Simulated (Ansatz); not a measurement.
AlBH5NO, SMILES B[O][AlH][NH2], vertical energies of changing the electron count

Program: Ansatz's Python interface.

Notebook, run cell by cell (the value of a cell's last expression is shown):

**Cell 1**
```python
import ansatz as az
```

**Cell 2**
```python
def energy(molecule, charge=0, unpaired=0):
    calc = molecule.calculation().basis(gaussian="def2-TZVP").functional("r2SCAN", dispersion="d4")
    if charge:
        calc = calc.charge(charge)
    if unpaired:
        calc = calc.spin("collinear", total=unpaired)
    report = calc.run().report
    if report["published_state_doubts"]:
        print("  doubts:", report["published_state_doubts"])
    return report["free_energy_ev"]
```

**Cell 3**
```python
geometry_ang = [
    ("B", [-1.6119, 0.583, 0.4652]),
    ("O", [-0.9787, -0.5285, 1.03]),
    ("Al", [0.7632, -0.2865, 0.5918]),
    ("N", [1.5575, -0.9701, -1.0403]),
    ("H", [-1.8303, 1.5938, 1.0845]),
    ("H", [-2.1085, 0.5809, -0.64]),
    ("H", [1.7815, 0.5183, 1.6013]),
    ("H", [0.7161, -1.394, -1.5495]),
    ("H", [1.7998, -0.1433, -1.5602]),
]
molecule = az.Crystal.molecule()
for symbol, xyz in geometry_ang:
    molecule = molecule.atom(symbol, xyz)
```

**Cell 4**
```python
# total-energy differences at one geometry
parent = energy(molecule, 0, 0)
cation = energy(molecule, 1, 1)
print(f"E(N)   = {parent:.5f} eV")
print(f"E(N-1) = {cation:.5f} eV  (1 unpaired)")
print(f"vertical ionisation energy {cation - parent:.3f} eV")
```
Output:
```text
E(N)   = -10892.52982 eV
E(N-1) = -10883.03018 eV  (1 unpaired)
vertical ionisation energy 9.500 eV
```

At this unrelaxed geometry removing an electron costs 9.50 eV.

Total energies depend on the basis set; only differences at equal settings carry meaning. The geometry is a force-field or estimated start, not a minimum of this method, and the basis set is short of its limit. All parts are taken at fixed geometry, without zero-point energy. At an unrelaxed start these energies can be a whole eV from those at the minimum, and a small affinity can change sign. Hardware and time: 36 s on 1 thread of Intel(R) Xeon(R) Platinum 8259CL CPU @ 2.50GHz (Skylake/Cascade Lake) (shared host), peak memory 0.44 GiB.

(Lines on the test bed's own set-up are left out of the output.)
